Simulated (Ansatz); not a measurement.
# H₅OPSSi: up Jacob's ladder to CCSD(T)

An exercise on one series of results from a longer session: the logs are not shown, and one member is left open.

Method: functionals in def2-TZVPP, the program's frozen cores in correlated methods; program: Ansatz 0.2.0, Gaussian basis.

Levels to be run: LDA (SPW92), PBE-D4, revPBE-D4, BLYP-D4, r2SCAN-D4, B97M-V, PBE0-D4, B3LYP-D4, r2SCANh-D4, r2SCAN0-D4, HSE06-D4, BHLYP-D4, CAM-B3LYP-D4, LC-ωPBE, ωB97X-V, ωB97M-V, B2PLYP, PBE-QIDH; CCSD(T)/def2-SVP; CCSD(T)/def2-TZVPP; MP2/def2-QZVPP; extrapolation to the limit; RPA on PBE.

## Structure used throughout

An earlier PBE0-D4 in a triple-zeta def2 set relaxation fixed the geometry.

SMILES `OP([SiH3])S`, 9 atoms, charge 0, spin multiplicity 1.

Atoms are counted from 1 here; the program's logs count them from 0.

Bond lengths: O1–P2 1.647 Å, O1–H5 0.964 Å, P2–Si3 2.276 Å, P2–S4 2.112 Å, Si3–H6 1.491 Å, Si3–H7 1.486 Å, Si3–H8 1.484 Å, S4–H9 1.345 Å. Angles: P2–O1–H5 114.7°, O1–P2–Si3 102.2°, O1–P2–S4 105.7°, Si3–P2–S4 92.2°, P2–Si3–H6 110.8°, P2–Si3–H7 107.8°, P2–Si3–H8 109.1°, H6–Si3–H7 108.9°, H6–Si3–H8 110.2°, H7–Si3–H8 110.1°, P2–S4–H9 96.5°.

Set-up of the first run:

Input file in.yaml:

```yaml
crystal:
  periodic: [false, false, false]
  atoms:
    - {symbol: O, position_ang: [-0.410845, 1.077836, -1.615406]}
    - {symbol: P, position_ang: [-0.910868, -0.164037, -0.655887]}
    - {symbol: Si, position_ang: [1.053090, -0.922233, 0.208594]}
    - {symbol: S, position_ang: [-1.472070, 0.721331, 1.178041]}
    - {symbol: H, position_ang: [0.177053, 1.707843, -1.184352]}
    - {symbol: H, position_ang: [1.758461, 0.162421, 0.949534]}
    - {symbol: H, position_ang: [1.906616, -1.366503, -0.924071]}
    - {symbol: H, position_ang: [0.775218, -2.064148, 1.114789]}
    - {symbol: H, position_ang: [-2.788155, 0.801190, 0.911557]}
basis:
  gaussian: {orbitals: def2-TZVPP}
hamiltonian: {xc: lda}
output: {orbitals: {seedname: orbitals}}
```

On the command line:

```sh
$ ansatz run in.yaml --threads 2 --pin off --events-out ev --progress --plain --max-ram 4352MiB
```

Steps of the session up to this table: LDA; PBE-D4 (GGA); revPBE-D4 (GGA); BLYP-D4 (GGA); r2SCAN-D4 (meta-GGA); B97M-V (meta-GGA); B3LYP-D4 (hybrid); r2SCANh-D4 (hybrid); r2SCAN0-D4 (hybrid); HSE06-D4 (hybrid); BHLYP-D4 (hybrid); CAM-B3LYP-D4 (range-separated); LC-ωPBE (range-separated); ωB97X-V (range-separated); ωB97M-V (range-separated); B2PLYP (double hybrid); PBE-QIDH (double hybrid).

One table of the session follows, with a row left open; its other results are not shown here.

It belongs to the step «Orbital energies across the functionals». 

| functional | HOMO (eV) | gap (eV) |
| --- | --- | --- |
| LDA (SPW92) | -6.08 | 4.46 |
| PBE-D4 | -5.99 | 4.57 |
| revPBE-D4 | ? | ? |
| BLYP-D4 | -5.85 | 4.56 |
| r2SCAN-D4 | -6.20 | 5.05 |
| B97M-V | -6.34 | 5.07 |
| PBE0-D4 | -7.09 | 6.55 |
| B3LYP-D4 | -6.89 | 6.14 |
| r2SCANh-D4 | -6.61 | 5.77 |
| r2SCAN0-D4 | -7.22 | 6.84 |
| HSE06-D4 | -6.69 | 5.78 |
| BHLYP-D4 | -8.08 | 8.46 |
| CAM-B3LYP-D4 | -8.34 | 8.84 |
| LC-ωPBE | -9.63 | 11.28 |
| ωB97X-V | -9.31 | 10.83 |
| ωB97M-V | -9.14 | 10.41 |

Q: Estimate the row for revPBE-D4 from the others.

**Answer.** HOMO (eV): -5.94; gap (eV): 4.62. In the column «HOMO (eV)» it lies between PBE-D4 (-5.99) and BLYP-D4 (-5.85).
